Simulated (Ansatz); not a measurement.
# NaLi16: the cost of one run

All numbers below are computed with Ansatz 0.2.0 (DFT PBE, plane waves, PAW, scalar-relativistic, no spin polarisation).

## Step 1: The system as given

The cell holds 17 atoms (Li16Na): a = 6.980 Å, b = 6.980 Å, c = 6.980 Å, α = 90.00°, β = 90.00°, γ = 90.00°.

Coordinates:

```cif
data_structure
_symmetry_space_group_name_H-M 'P 1'
_symmetry_Int_Tables_number 1
_cell_length_a 6.9800
_cell_length_b 6.9800
_cell_length_c 6.9800
_cell_angle_alpha 90.000
_cell_angle_beta 90.000
_cell_angle_gamma 90.000
_cell_volume 340.07
loop_
_atom_site_label
_atom_site_type_symbol
_atom_site_fract_x
_atom_site_fract_y
_atom_site_fract_z
_atom_site_occupancy
Li1 Li 0.00000 0.00000 0.00000 1
Li2 Li 0.50000 0.00000 0.00000 1
Li3 Li 0.00000 0.50000 0.00000 1
Li4 Li 0.00000 0.00000 0.50000 1
Li5 Li 0.25000 0.25000 0.25000 1
Li6 Li 0.50000 0.50000 0.00000 1
Li7 Li 0.50000 0.00000 0.50000 1
Li8 Li 0.75000 0.25000 0.25000 1
Li9 Li 0.00000 0.50000 0.50000 1
Li10 Li 0.25000 0.75000 0.25000 1
Li11 Li 0.25000 0.25000 0.75000 1
Li12 Li 0.50000 0.50000 0.50000 1
Li13 Li 0.75000 0.75000 0.25000 1
Li14 Li 0.75000 0.25000 0.75000 1
Li15 Li 0.25000 0.75000 0.75000 1
Li16 Li 0.75000 0.75000 0.75000 1
Na1 Na 0.62776 0.00103 0.24780 1
```

## Step 2: Preparing the start

input.yaml reads:

```yaml
accuracy: low
crystal:
  lattice:
    - [6.98, 0.0, 0.0]
    - [0.0, 6.98, 0.0]
    - [0.0, 0.0, 6.98]
  atoms:
    - { symbol: Li, position: [0.0, 0.0, 0.0] }
    - { symbol: Li, position: [0.5, 0.0, 0.0] }
    - { symbol: Li, position: [0.0, 0.5, 0.0] }
    - { symbol: Li, position: [0.0, 0.0, 0.5] }
    - { symbol: Li, position: [0.25, 0.25, 0.25] }
    - { symbol: Li, position: [0.5, 0.5, 0.0] }
    - { symbol: Li, position: [0.5, 0.0, 0.5] }
    - { symbol: Li, position: [0.75, 0.25, 0.25] }
    - { symbol: Li, position: [0.0, 0.5, 0.5] }
    - { symbol: Li, position: [0.25, 0.75, 0.25] }
    - { symbol: Li, position: [0.25, 0.25, 0.75] }
    - { symbol: Li, position: [0.5, 0.5, 0.5] }
    - { symbol: Li, position: [0.75, 0.75, 0.25] }
    - { symbol: Li, position: [0.75, 0.25, 0.75] }
    - { symbol: Li, position: [0.25, 0.75, 0.75] }
    - { symbol: Li, position: [0.75, 0.75, 0.75] }
    - { symbol: Na, position: [0.6277591, 0.001034, 0.2478024] }
basis:
  ecutwfc: 420.0
kpoints:
  mp_grid: { grid: [2, 2, 2] }
hamiltonian:
  xc: pbe
scf:
  occupations: { method: fermi_dirac, width: 0.05 }
  lower_state_search: "off"
relax:
  f_tol: 0.08
  max_steps: 25
  adjacent_minimum: "off"
```

Started as:

```console
$ ansatz run input.yaml --threads 1 --pin off --max-ram 3072MiB --backend cpu --events-out ev --progress --plain --runs-dir out
```

**Question.** How long does this run take on 1 thread of Arm Neoverse V1, shared host, and how much memory does it need?

About 41 s, with a peak of 0.5 GiB.
